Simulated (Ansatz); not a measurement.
# Ir (diamond type): how the settings move a single-point run

How sensitive is a single-point run of Ir (diamond type) to its settings? A reference run comes first, then one run with altered input.

Computed with Ansatz 0.2.0 (reference: DFT, PBEsol, PAW with Ansatz's default frozen-core files, scalar-relativistic, unless a step's input says otherwise).

## 1. The system as given

Symmetry: Fd-3m, No. 227, cubic system. The conventional cell has a = 5.003 Å, b = 5.003 Å, c = 5.003 Å, α = 90.00°, β = 90.00°, γ = 90.00°. Ir (site symmetry -43m) has 4 Ir at 2.17 Å in its first shell of neighbours.

Structure file:

```
Ir
1.0
     0.00000    2.50147    2.50147
     2.50147    0.00000    2.50147
     2.50147    2.50147    0.00000
Ir
2
Direct
  0.87500 0.87500 0.87500
  0.12500 0.12500 0.12500
```

## 2. Baseline

Input file input.yaml:

```yaml
crystal:
  lattice:
    - [0.0, 2.5014726914, 2.5014726914]
    - [2.5014726914, 0.0, 2.5014726914]
    - [2.5014726914, 2.5014726914, 0.0]
  atoms:
    - { symbol: Ir, position: [-0.125, -0.125, -0.125] }
    - { symbol: Ir, position: [0.125, 0.125, 0.125] }
kpoints:
  mp_grid: { grid: [13, 13, 13] }
scf:
  occupations: { method: fermi_dirac, width: 0.05 }
hamiltonian:
  xc: pbesol
  pseudopotentials: { kind: paw }
output:
  forces: true
  stress: true
  eigenvalues: true
  populations: true
```

Command:

```bash
$ ansatz run input.yaml --threads 1 --pin off --max-ram 2048MiB --backend cpu --events-out ev --progress --plain --runs-dir out
```

## 3. Changing settings: occupations.width 0.025, mixing.algorithm msr1, mixing.beta 0.7

input.yaml, as its differences from that of step 2:

```diff
@@ -11,3 +11,4 @@
 scf:
-  occupations: { method: fermi_dirac, width: 0.05 }
+  occupations: { method: fermi_dirac, width: 0.025 }
+  mixing: { algorithm: msr1, beta: 0.7 }
 hamiltonian:
```

Q: Predict the outcome of this session. Wanted: for each run, ending; energy change; pressure; gap; force.

As calculated:

```
                                                               run     ending       energy change  pressure (GPa)  gap (eV)  force (eV/Å)  cycles   time
                                                         reference  converged                   0           118.1      0.00          0.00       6  3.5 s
1: occupations.width 0.025, mixing.algorithm msr1, mixing.beta 0.7  converged  0.0 meV/atom (σ→0)           118.0      0.00          0.00       6  3.4 s
```

Residual by cycle in the longest SCF loop of each run; runs are numbered as in the table. The quantity is the density residual dr2, in eV.

```
cycle  reference    run 1
    1     0.0316     0.03
    2    0.00867  0.00371
    3     2.1e-4   1.6e-4
    4     1.3e-5   9.0e-6
    5     4.7e-7   2.9e-7
    6     1.6e-8   8.0e-9
```

Changing the smearing and mixing leaves the energy as it was (0.0 meV/atom). The structure is not at rest: the sound run finds 118 GPa, so these are no properties of the relaxed crystal. 
